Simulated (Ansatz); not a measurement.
# C2H3GaS: small, medium and large basis sets

Aim: see how fast density functionals converge with the basis set for C2H3GaS.

The runs use Ansatz 0.2.0, Gaussian basis; one geometry, several basis sets.

Levels to be run: PBE0-D4/def2-SVP; ωB97M-V/def2-SVP; PBE0-D4/def2-QZVPP; ωB97M-V/def2-QZVPP; the functionals' def2-TZVPP values are taken from earlier runs.

## 1. The relaxed structure

The geometry comes from an earlier relaxation with PBE0-D4 in a triple-zeta def2 set; it is a stationary point, not always the lowest conformer.

SMILES `C#[C][GaH][SH]`, 7 atoms, charge 0, spin multiplicity 1.

Atoms are counted from 1 here; the program's logs count them from 0.

Bond lengths: C1–C2 1.208 Å, C1–H5 1.067 Å, C2–Ga3 1.908 Å, Ga3–S4 2.192 Å, Ga3–H6 1.551 Å, S4–H7 1.343 Å. Angles: C2–C1–H5 179.8°, C1–C2–Ga3 179.4°, C2–Ga3–S4 116.6°, C2–Ga3–H6 124.5°, S4–Ga3–H6 119.0°, Ga3–S4–H7 93.9°.

## 2. PBE0-D4 in def2-SVP

Contents of in.yaml:

```yaml
crystal:
  periodic: [false, false, false]
  atoms:
    - {symbol: C, position_ang: [-1.807688, -0.921790, -0.516561]}
    - {symbol: C, position_ang: [-0.857929, -0.430517, 0.046525]}
    - {symbol: Ga, position_ang: [0.650279, 0.349429, 0.917680]}
    - {symbol: S, position_ang: [2.241645, 1.118260, -0.379137]}
    - {symbol: H, position_ang: [-2.647297, -1.356019, -1.010487]}
    - {symbol: H, position_ang: [0.810766, 0.467812, 2.455392]}
    - {symbol: H, position_ang: [1.610224, 0.772814, -1.513402]}
basis:
  gaussian: {orbitals: def2-SVP}
hamiltonian: {xc: pbe0, dispersion: d4}
output: {orbitals: {seedname: orbitals}}
```

Launch:

```console
$ ansatz run in.yaml --threads 2 --pin off --events-out ev --progress --plain --max-ram 4352MiB
```

Standard output:

```text
Functional definition: PBE0
  name "PBE0"
  cite "Adamo & Barone, J. Chem. Phys. 110, 6158 (1999) doi:10.1063/1.478522"
  cite "Perdew, Burke & Ernzerhof, Phys. Rev. Lett. 77, 3865 (1996) doi:10.1103/PhysRevLett.77.3865"
  parent pbe
  parameter a = 0.25
  parameter kappa = 0.804
  parameter beta = 0.06672455060314922
  exchange = (1 - a)*pbe_x(kappa = kappa, mu = beta*pi^2/3) + a*exact_x
  correlation = pbe_c(beta = beta)
928 factors; integrals over basis functions are off by at most 1.2e-3 eV
mean field evaluation 1: about -65305.8593 eV, gradient 4.2e1 eV
mean field evaluation 2: about -65303.6355 eV, gradient 5.3e1 eV
mean field evaluation 4: about -65310.1894 eV, gradient 5.0e0 eV
mean field evaluation 8: about -65310.2977 eV, gradient 9.4e-2 eV
mean field evaluation 16: about -65310.2977 eV, gradient 4.4e-5 eV
mean field -65310.29771942 eV, -2400.1091722788 hartree, gradient 4.4e-5 eV, S^2 0.000000; 0 other end points of the search recorded, 0 dependent functions left out
reference -65310.29774697 eV, -2400.1091732915 hartree; 31, 31 occupied and 62, 62 virtual orbitals, 928 factors
Total energy: -65310.43561919 eV, -2400.1142400021 hartree
```

Run time: 1.7 s. Hardware: 2 threads of Arm Neoverse V1, shared host.

## 3. ωB97M-V in def2-SVP

in.yaml, as its differences from that of step 2:

```diff
@@ -12,3 +12,3 @@
   gaussian: {orbitals: def2-SVP}
-hamiltonian: {xc: pbe0, dispersion: d4}
+hamiltonian: {xc: {name: wB97M-V}}
 output: {orbitals: {seedname: orbitals}}
```

Same command.

Standard output, shortened:

```text
Functional definition: wB97M-V
  name "wB97M-V"
  cite "Mardirossian & Head-Gordon, J. Chem. Phys. 144, 214110 (2016) doi:10.1063/1.4952647"
  cite "Becke, J. Chem. Phys. 107, 8554 (1997) doi:10.1063/1.475007"
  cite "Vydrov & Van Voorhis, J. Chem. Phys. 133, 244103 (2010) doi:10.1063/1.3521275"
  # Of w^i u^j: cxij and so on, Table III.
[...]
  gx(w, u) = 1 - cx + cx01*u + cx10*w
  gss(w, u) = css00 + css04*u^4 + css10*w + css20*w^2 + css43*w^4*u^3
  gos(w, u) = cos00 + cos10*w + (cos20 + cos21*u)*w^2 + (cos60 + cos61*u)*w^6
[...]
      + integral(e_c_pw_mod_opposite_spin*gos(b97_w_opposite, b97_u_opposite)) + vv10(b, c)
928 factors; integrals over basis functions are off by at most 1.2e-3 eV
251 factors; integrals over basis functions are off by at most 9.9e-6 eV
[...]
mean field -65319.36717342 eV, -2400.4424685660 hartree, gradient 1.2e-5 eV, S^2 0.000000; 0 other end points of the search recorded, 0 dependent functions left out
reference -65319.36721778 eV, -2400.4424701963 hartree; 31, 31 occupied and 62, 62 virtual orbitals, 928 factors
Total energy: -65319.36721778 eV, -2400.4424701963 hartree
```

Run time: 7.5 s. Hardware: 2 threads of Arm Neoverse V1, shared host; peak memory 0.27 GiB.

## 4. PBE0-D4 in def2-QZVPP

in.yaml, as its differences from that of step 3:

```diff
@@ -11,4 +11,4 @@
 basis:
-  gaussian: {orbitals: def2-SVP}
-hamiltonian: {xc: {name: wB97M-V}}
+  gaussian: {orbitals: "def2-QZVPP.json"}
+hamiltonian: {xc: pbe0, dispersion: d4}
 output: {orbitals: {seedname: orbitals}}
```

The command is unchanged.

Standard output:

```text
Functional definition: PBE0
  name "PBE0"
  cite "Adamo & Barone, J. Chem. Phys. 110, 6158 (1999) doi:10.1063/1.478522"
  cite "Perdew, Burke & Ernzerhof, Phys. Rev. Lett. 77, 3865 (1996) doi:10.1103/PhysRevLett.77.3865"
  parent pbe
  parameter a = 0.25
  parameter kappa = 0.804
  parameter beta = 0.06672455060314922
  exchange = (1 - a)*pbe_x(kappa = kappa, mu = beta*pi^2/3) + a*exact_x
  correlation = pbe_c(beta = beta)
1480 factors; their error is unknown
mean field evaluation 1: about -65318.2971 eV, gradient 5.5e1 eV
mean field evaluation 2: about -65312.5805 eV, gradient 7.4e1 eV
mean field evaluation 4: about -65324.5076 eV, gradient 7.2e0 eV
mean field evaluation 8: about -65324.6093 eV, gradient 1.5e-1 eV
mean field evaluation 16: about -65324.7733 eV, gradient 5.6e-5 eV
mean field -65324.77328822 eV, -2400.6411396204 hartree, gradient 7.0e-5 eV, S^2 0.000000; 0 other end points of the search recorded, 0 dependent functions left out
reference -65324.77332511 eV, -2400.6411409762 hartree; 31, 31 occupied and 332, 332 virtual orbitals, 1480 factors
Total energy: -65324.91119733 eV, -2400.6462076868 hartree
```

Run time: 11 s. Hardware: 2 threads of Arm Neoverse V1, shared host; peak memory 1.1 GiB.

## 5. ωB97M-V in def2-QZVPP

in.yaml, as its differences from that of step 4:

```diff
@@ -12,3 +12,3 @@
   gaussian: {orbitals: "def2-QZVPP.json"}
-hamiltonian: {xc: pbe0, dispersion: d4}
+hamiltonian: {xc: {name: wB97M-V}}
 output: {orbitals: {seedname: orbitals}}
```

Same command.

Standard output, shortened:

```text
Functional definition: wB97M-V
  name "wB97M-V"
  cite "Mardirossian & Head-Gordon, J. Chem. Phys. 144, 214110 (2016) doi:10.1063/1.4952647"
  cite "Becke, J. Chem. Phys. 107, 8554 (1997) doi:10.1063/1.475007"
  cite "Vydrov & Van Voorhis, J. Chem. Phys. 133, 244103 (2010) doi:10.1063/1.3521275"
  # Of w^i u^j: cxij and so on, Table III.
[...]
  gx(w, u) = 1 - cx + cx01*u + cx10*w
  gss(w, u) = css00 + css04*u^4 + css10*w + css20*w^2 + css43*w^4*u^3
  gos(w, u) = cos00 + cos10*w + (cos20 + cos21*u)*w^2 + (cos60 + cos61*u)*w^6
[...]
      + integral(e_c_pw_mod_opposite_spin*gos(b97_w_opposite, b97_u_opposite)) + vv10(b, c)
1447 factors; their error is unknown
289 factors; integrals over basis functions are off by at most 1.7e-5 eV
[...]
mean field -65333.82735364 eV, -2400.9738703874 hartree, gradient 8.4e-5 eV, S^2 0.000000; 0 other end points of the search recorded, 0 dependent functions left out
reference -65333.82741225 eV, -2400.9738725413 hartree; 31, 31 occupied and 332, 332 virtual orbitals, 1447 factors
Total energy: -65333.82741225 eV, -2400.9738725413 hartree
```

Run time: 27 s. Hardware: 2 threads of Arm Neoverse V1, shared host; peak memory 1.2 GiB.

## 6. Density functionals: the series

The def2-TZVPP values come from earlier runs at the same geometry.

| functional | basis | functions | energy (eV) | from the largest (eV) | HOMO (eV) | LUMO (eV) |
| --- | --- | --- | --- | --- | --- | --- |
| PBE0-D4 | def2-SVP | 93 | -65310.4356 | 14.476 | -7.63 | -1.61 |
| PBE0-D4 | def2-TZVPP | 194 | -65323.2843 | 1.627 | -7.74 | -1.72 |
| PBE0-D4 | def2-QZVPP | 363 | -65324.9112 | 0.000 | -7.76 | -1.75 |
| ωB97M-V | def2-SVP | 93 | -65319.3672 | 14.460 | -9.76 | 0.21 |
| ωB97M-V | def2-TZVPP | 194 | -65332.2652 | 1.562 | -9.90 | 0.06 |
| ωB97M-V | def2-QZVPP | 363 | -65333.8274 | 0.000 | -9.93 | -0.04 |

## 7. What came out

| quantity | value |
| --- | --- |
| PBE0-D4: double and triple zeta above quadruple | 14.48, 1.63 eV |
| ωB97M-V: double and triple zeta above quadruple | 14.46, 1.56 eV |

PBE0-D4 gains 12.85 eV from double to triple zeta, then 1.63 eV more. Total energies overstate the basis error of differences, where much of it tends to cancel.

For PBE0-D4 the largest set took about 6 times as long as the smallest (11 s against 1.7 s).
